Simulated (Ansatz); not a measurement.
# W3N4: the cost of one run

Method: DFT PBEsol, scalar-relativistic, plane waves, PAW, in Ansatz 0.2.0.

1 further run of the same task is left out (for a known fault of the program).

## (1) The structure to begin with

The structure is cubic, space group Pm-3m (No. 221). Conventional cell: a = 4.180 Å, b = 4.180 Å, c = 4.180 Å, α = 90.00°, β = 90.00°, γ = 90.00°. Around W (site symmetry 4/mmm) lie 6 N at 2.09 Å. Around N (site symmetry m-3m) lie 6 W at 2.09 Å. N (site symmetry 4/mmm) has 4 W at 2.09 Å as nearest neighbours.

Structure file:

```cif
data_structure
_symmetry_space_group_name_H-M 'P 1'
_symmetry_Int_Tables_number 1
_cell_length_a 4.1802
_cell_length_b 4.1802
_cell_length_c 4.1802
_cell_angle_alpha 90.000
_cell_angle_beta 90.000
_cell_angle_gamma 90.000
_cell_volume 73.05
loop_
_atom_site_label
_atom_site_type_symbol
_atom_site_fract_x
_atom_site_fract_y
_atom_site_fract_z
_atom_site_occupancy
W1 W 0.50000 0.50000 0.00000 1
W2 W 0.00000 0.50000 0.50000 1
W3 W 0.50000 0.00000 0.50000 1
N1 N 0.50000 0.50000 0.50000 1
N2 N 0.50000 0.00000 0.00000 1
N3 N 0.00000 0.50000 0.00000 1
N4 N 0.00000 0.00000 0.50000 1
```

This cell was relaxed beforehand with the same method: volume 10.44 Å³/atom, gap on the mesh none (metal).

## (2) What is varied

The energy is mapped over two homogeneous strains (x along [1 0 0], y along [0 1 0], z along [0 0 1] of the conventional cell).

First coordinate, engineering shear strain xz: 9 values from −14.0 %. Second coordinate, normal strain along z: 9 values from −7.00 %.

Nothing else is relaxed (symmetry fixes all fractional coordinates). Energies count from the relaxed crystal. Points are written as (first, second).

## (3) The run at (−3.5 %, −7.00 %)

File input.yaml:

```yaml
crystal:
  lattice:
    - [4.1802152799, 0.0, -0.0731537674]
    - [0.0, 4.1802152799, 0.0]
    - [-0.0731537674, 0.0, 3.8876002103]
  atoms:
    - { symbol: W, position: [0.5, 0.5, 0.0] }
    - { symbol: W, position: [0.0, 0.5, 0.5] }
    - { symbol: W, position: [0.5, 0.0, 0.5] }
    - { symbol: "N", position: [0.5, 0.5, 0.5] }
    - { symbol: "N", position: [0.5, 0.0, 0.0] }
    - { symbol: "N", position: [0.0, 0.5, 0.0] }
    - { symbol: "N", position: [0.0, 0.0, 0.5] }
basis:
  ecutwfc: 520.0
kpoints:
  mp_grid: { grid: [10, 10, 10] }
hamiltonian:
  xc: pbesol
  pseudopotentials: { kind: paw, azcp: { folder: soft_1 } }
scf:
  occupations: { method: gaussian, width: 0.15 }
output:
  forces: true
  stress: true
  eigenvalues: true
```

The run is started by

```bash
> ansatz run input.yaml --threads 4 --pin off --max-ram 8192MiB --backend cpu --events-out ev --progress --plain --runs-dir out
```

What time and memory should one allow on 4 threads of Arm Neoverse N1, shared host?

About 32 s, with a peak of 0.94 GiB.
